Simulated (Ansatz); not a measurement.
C2H5N, SMILES C1CN1, energies of removing a hydrogen

Computed with Ansatz 0.2.0 through its Python package.

Script `bde_c2h5n.py`:
```python
"""X-H bond energies of C2H5N without relaxation."""

from dataclasses import dataclass

import ansatz as az
from ase import Atoms


@dataclass(frozen=True)
class Settings:
    basis_set: str = "cc-pVTZ"
    xc: str = "r2SCAN"


opts = Settings()


def total_energy(molecule, charge=0, unpaired=0):
    calc = (
        molecule.calculation()
        .basis(gaussian=opts.basis_set)
        .functional(opts.xc)
    )
    if charge:
        calc = calc.charge(charge)
    if unpaired:
        calc = calc.spin("collinear", total=unpaired)
    return calc.run(threads=1).report["free_energy_ev"]

def without(molecule, index):
    rest = az.Crystal.molecule()
    for i, site in enumerate(molecule.cartesian_sites):
        if i != index:
            rest = rest.atom(site.symbol, site.position_ang)
    return rest

atoms = Atoms(["C", "C", "N", "H", "H", "H", "H", "H"], positions=[
    (0.7938, -0.0677, 0.0252),
    (-0.66, -0.447, -0.0048),
    (-0.2018, 0.8185, -0.567),
    (1.2319, 0.2479, 0.9633),
    (1.4648, -0.5582, -0.6689),
    (-0.9787, -1.1956, -0.7193),
    (-1.2322, -0.3949, 0.9124),
    (-0.4178, 1.5969, 0.0589),
])
geometry = az.Crystal.molecule_from_ase(atoms)

whole = total_energy(geometry, 0)
hydrogen = total_energy(az.Crystal.molecule().atom("H", (0, 0, 0)), 0, 1)
print(f"E(molecule) = {whole:.5f} eV, E(H) = {hydrogen:.5f} eV")
for index in [6, 7]:
    radical = total_energy(without(geometry, index), 0, 1)
    print(f"H{index}: homolysis {(radical + hydrogen - whole):.3f} eV")
```

```console
$ python bde_c2h5n.py
E(molecule) = -3643.29374 eV, E(H) = -13.60373 eV
H6: homolysis 4.824 eV
H7: homolysis 4.098 eV
```

Caveats:
- Total energies depend on the basis set; only differences at equal settings carry meaning.
- The geometry is a force-field or estimated start, not a minimum of this method, and the basis set is short of its limit. All parts are taken at fixed geometry, without zero-point energy.
- Timing: 18 s on 1 thread of Arm Neoverse V1, on a shared host, peak memory 0.27 GiB.
